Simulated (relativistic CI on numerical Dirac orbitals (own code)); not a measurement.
# Ru⁺: M2,3 absorption multiplets

Wanted: the shape of the M2,3 absorption spectrum of Ru⁺ in 4 surroundings, from the same atomic integrals.

Method: Dirac-Coulomb-Breit CI, KLI orbitals optimised for each configuration, model QED (radiative potential, 1s self-energy scaled to tabulated hydrogen-like ionisation energies), valence Slater integrals scaled by 0.8, multiplet model of core-to-valence dipole absorption in a parametric crystal field. Code: relativistic CI on numerical Dirac orbitals (own code) version 1.

## Step 1: Starting point

| Quantity | Value |
| --- | --- |
| ion | Ru⁺ (Ru II) |
| nuclear charge | 44 |
| electrons | 43 |
| configurations | [Kr] 4d7 → [Ne] 3s2 3p5 3d10 4s2 4p6 4d8 |
| magnetising field for the dichroism, Lz and Sz | exchange field 10 meV on Sz; these come from the lowest magnetised state alone (0 K) |
| temperature of the isotropic spectrum | 80 K |
| widths | Lorentz 3 eV, Gauss 0.4 eV |
| surrounding 1 | Oh, 10Dq = 20750 cm⁻¹ |
| surrounding 2 | Oh, 10Dq = 25100 cm⁻¹ |
| surrounding 3 | Oh, 10Dq = 29400 cm⁻¹ |
| surrounding 4 | Oh, 10Dq = 33750 cm⁻¹ |

## Step 2: Surrounding 1: Oh, 10Dq = 20750

Settings of the run:

```ini
atom Ru  Z=44  charge=1  electrons=43
nucleus A=102  rms_radius_fm=4.4809
hamiltonian dirac-coulomb  breit=on  qed=on  c_scale=1
orbitals kli  potential=per-configuration
slater_scale 0.8
correlation none
mixing on
configurations
  [Kr] 4d7
  [Ne] 3s2 3p5 3d10 4s2 4p6 4d8
end
absorption M2,3 T=80 lorentz=3.0 gauss=0.4
crystal_field Oh 10Dq=20750
```

## Step 3: Surrounding 2: Oh, 10Dq = 25100

The settings differ from step 2 so:

```diff
@@ -12,2 +12,2 @@
 absorption M2,3 T=80 lorentz=3.0 gauss=0.4
-crystal_field Oh 10Dq=20750
+crystal_field Oh 10Dq=25100
```

## Step 4: Surrounding 3: Oh, 10Dq = 29400

The settings differ from step 3 so:

```diff
@@ -12,2 +12,2 @@
 absorption M2,3 T=80 lorentz=3.0 gauss=0.4
-crystal_field Oh 10Dq=25100
+crystal_field Oh 10Dq=29400
```

## Step 5: Surrounding 4: Oh, 10Dq = 33750

The settings differ from step 4 so:

```diff
@@ -12,2 +12,2 @@
 absorption M2,3 T=80 lorentz=3.0 gauss=0.4
-crystal_field Oh 10Dq=29400
+crystal_field Oh 10Dq=33750
```

(Steps that only read results are left out.)

What does the calculation give? Wanted: highest peak, first run; ground spin; share of the lower edge; core spin-orbit splitting.

**Answer**, as computed:

| surrounding | ground S | Lz (0 K) | Sz (0 K) | centroid (eV) | share of the lower edge | up to four highest peaks (% of the highest), eV |
| --- | --- | --- | --- | --- | --- | --- |
| 1: Oh | 0.52 | -0.15 | -0.51 | 469.36 | 0.766 | 464.0 (100), 486.5 (29) |
| 2: Oh | 0.51 | -0.13 | -0.50 | 469.96 | 0.753 | 464.5 (100), 487.0 (31) |
| 3: Oh | 0.51 | -0.11 | -0.50 | 470.45 | 0.746 | 464.5 (100), 487.0 (32) |
| 4: Oh | 0.50 | -0.10 | -0.50 | 470.88 | 0.741 | 465.0 (100), 487.5 (33) |

| quantity | value |
| --- | --- |
| highest peak, first run | 464.0 eV |
| ground spin (effective S from ⟨S²⟩) | 0.50 to 0.52 |
| share of the lower edge | 0.741 to 0.766 |
| core spin-orbit splitting (without Breit) | 22.63 eV |

In words: The lower edge takes 0.77 of the intensity in surrounding 1, above the statistical 0.67. The position of the maximum differs by up to 1.0 eV between the surroundings, by shifts of peaks or by peaks exchanging rank. Edge positions are free-ion values and differ from those in solids by a few eV or more.
